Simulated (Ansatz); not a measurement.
# ClH₅SiSn, SMILES Cl[SiH2][SnH3]: vertical and adiabatic energies of changing the electron count

Program: Ansatz's Python interface.

Interactive session:
```pycon
>>> import itertools
>>> import ansatz as az
>>> from ase.data import atomic_numbers, covalent_radii
>>> import numpy as np
>>> params = {
...     "basis_set": "def2-SVP",
...     "functional": "pbe",
...     "dispersion": "d3bj",
...     "charge": 1,
... }
>>> GEOMETRY = """
... Cl   -2.29330    1.34000   -0.26160
... Si   -0.66760    0.37510   -1.01850
... Sn    0.70340   -0.44190    0.88830
... H    -1.02510   -0.75620   -1.83490
... H     0.13380    1.28860   -1.86410
... H    -0.21490   -1.51790    1.88660
... H     2.16650   -1.28350    0.28510
... H     1.28930    0.93870    1.86330
... """
>>> geometry = az.Crystal.molecule()
>>> for line in GEOMETRY.strip().splitlines():
...     symbol, *xyz = line.split()
...     geometry = geometry.atom(symbol, [float(v) for v in xyz])
...
>>> job = (
...     geometry.calculation()
...     .basis(gaussian=params["basis_set"])  # atom-centred Gaussian functions
...     .functional(params["functional"], dispersion=params["dispersion"])
... )
>>> symbols = [site.symbol for site in geometry.cartesian_sites]
>>> start = np.array([site.position_ang for site in geometry.cartesian_sites], dtype=float)
>>> data = job.relax(force_tolerance=0.01).run().report
>>> end = np.array(data["positions_ang"])
>>> minimum = az.Crystal.molecule()
>>> for symbol, place in zip(symbols, end):
...     minimum = minimum.atom(symbol, place.tolist())
...
>>> ion = (
...     minimum.calculation()
...     .basis(gaussian=params["basis_set"])
...     .functional(params["functional"], dispersion=params["dispersion"])
...     .charge(params["charge"])  # electrons removed from the neutral system
...     .spin("collinear", total=1)
... )
>>> vertical = ion.run().report
>>> settled = ion.relax(force_tolerance=0.01, max_steps=80).run().report
>>> print(f"vertical ionisation energy   {vertical['free_energy_ev'] - data['free_energy_ev']:.3f} eV")
vertical ionisation energy   9.492 eV
>>> print(f"adiabatic, no zero point     {settled['free_energy_ev'] - data['free_energy_ev']:.3f} eV")
adiabatic, no zero point     8.870 eV
>>> print(f"relaxation energy of the ion {vertical['free_energy_ev'] - settled['free_energy_ev']:.3f} eV")
relaxation energy of the ion 0.622 eV
>>> ionised = np.array(settled["positions_ang"])
>>> # pairs closer than 1.2 times the sum of covalent radii, before or after
>>> radius = [covalent_radii[atomic_numbers[s]] for s in symbols]
>>> span = lambda where, i, j: np.linalg.norm(where[i] - where[j])
>>> bonded = [(i, j) for i, j in itertools.combinations(range(len(symbols)), 2) if min(span(end, i, j), span(ionised, i, j)) < 1.2 * (radius[i] + radius[j])]
>>> print("pair        before    after (A)")
pair        before    after (A)
>>> for i, j in bonded:
...     print(f"{symbols[i]}{i}-{symbols[j]}{j}".ljust(10), f"{span(end, i, j):8.4f} {span(ionised, i, j):8.4f}")
...
Cl0-Si1      2.0946   2.0366
Si1-Sn2      2.5847   2.9056
Si1-H3       1.5041   1.4947
Si1-H4       1.5041   1.4947
Sn2-H5       1.7263   1.7110
Sn2-H6       1.7296   1.7170
Sn2-H7       1.7264   1.7111
```

What to keep in mind:
- The energies are electronic: no zero-point or thermal terms, and the basis set is short of its limit. The product may relax into another structure. Each relaxation finds its nearest minimum, which needn't be the lowest.
- def2 sets replace the cores of elements past krypton by effective core potentials.
- Finished in 54 s on 1 thread of Arm Neoverse V2, with other jobs on the host, peak memory 0.23 GiB.
